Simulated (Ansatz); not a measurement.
# Na2LiSCl: the cost of one run

Method: DFT PBE+D3(BJ), scalar-relativistic, plane waves, PAW, in Ansatz 0.2.0.

### Step 1. Starting point

The cell holds 20 atoms (Cl4Li4Na8S4): a = 7.410 Å, b = 7.255 Å, c = 7.725 Å, α = 88.32°, β = 87.47°, γ = 89.77°.

It is the last frame of an earlier stage of the same melt, run at 300 K.

Coordinates:

```
Na S Li Cl
1.0
     7.40855    0.01374    0.16669
     0.01374    7.25406    0.10947
     0.16669    0.10947    7.72228
Na S Li Cl
8 4 4 4
Direct
  0.02462 0.99765 0.65672
  0.06020 0.69588 0.22945
  0.70083 0.78081 0.98393
  0.22260 0.12226 0.25824
  0.78344 0.28130 0.96210
  0.48369 0.46373 0.70746
  0.36789 0.02941 0.70702
  0.69125 0.81505 0.43230
  0.21419 0.29297 0.52974
  0.71695 0.52421 0.24344
  0.28414 0.77371 0.49651
  0.70703 0.15379 0.62956
  0.61661 0.19903 0.36022
  0.13263 0.53662 0.70075
  0.90430 0.36063 0.48408
  0.38956 0.52013 0.34143
  0.51105 0.06654 0.09757
  0.81479 0.63561 0.70595
  0.02728 0.98887 0.00579
  0.26971 0.51785 0.99660
```

### Step 2. Relaxation without symmetry, coarse mesh

A cheap relaxation: coarse mesh, no symmetry, loose thresholds.

The input, input.yaml:

```yaml
crystal:
  lattice:
    - [7.408549, 0.013737, 0.166693]
    - [0.013737, 7.254061, 0.109466]
    - [0.166693, 0.109466, 7.72228]
  atoms:
    - { symbol: Na, position: [0.0246199126, 0.997652783, 0.6567218229] }
    - { symbol: Na, position: [0.0601982805, 0.6958778, 0.2294485735] }
    - { symbol: Na, position: [0.7008335281, 0.7808069087, 0.9839281704] }
    - { symbol: Na, position: [0.2226027967, 0.1222628743, 0.2582438064] }
    - { symbol: Na, position: [0.7834449572, 0.2813044709, 0.9620993685] }
    - { symbol: Na, position: [0.4836916936, 0.4637333857, 0.707455028] }
    - { symbol: Na, position: [0.3678930122, 0.0294070157, 0.7070233375] }
    - { symbol: Na, position: [0.691249867, 0.8150523728, 0.4322996097] }
    - { symbol: S, position: [0.2141891849, 0.2929705652, 0.5297382699] }
    - { symbol: S, position: [0.7169491931, 0.5242078482, 0.2434421994] }
    - { symbol: S, position: [0.2841441469, 0.7737077238, 0.496513821] }
    - { symbol: S, position: [0.7070269731, 0.1537895725, 0.6295550535] }
    - { symbol: Li, position: [0.6166097054, 0.1990339836, 0.3602182616] }
    - { symbol: Li, position: [0.1326266066, 0.5366179405, 0.7007473859] }
    - { symbol: Li, position: [0.9042984039, 0.3606298458, 0.4840837245] }
    - { symbol: Li, position: [0.3895593889, 0.5201304433, 0.341427669] }
    - { symbol: Cl, position: [0.5110532217, 0.0665446961, 0.0975681443] }
    - { symbol: Cl, position: [0.8147861508, 0.6356140798, 0.7059477844] }
    - { symbol: Cl, position: [0.0272830562, 0.9888735808, 0.0057930677] }
    - { symbol: Cl, position: [0.2697148298, 0.5178538486, 0.9966046739] }
  symmetry: { detect: false }
basis:
  ecutwfc: 420
kpoints:
  mp_grid: { grid: [2, 2, 2], shift: [0.5, 0.5, 0.5] }
hamiltonian:
  xc: pbe
  dispersion: d3bj
scf:
  occupations: { method: gaussian, width: 0.1 }
  lower_state_search: "off"
output:
  forces: true
  stress: true
  eigenvalues: true
relax:
  adjacent_minimum: "off"
  f_tol: 0.04
  max_steps: 70
  cell: { stress_tol: 0.3 }
```

On the command line:

```
$ ansatz run input.yaml --threads 2 --pin off --max-ram 5120MiB --backend cpu --events-out ev --progress --plain --runs-dir out
```

Q: Estimate wall time and peak memory on 2 threads of AMD EPYC 9R45 (Zen 5), shared host.

About 51 s, with a peak of 0.81 GiB.
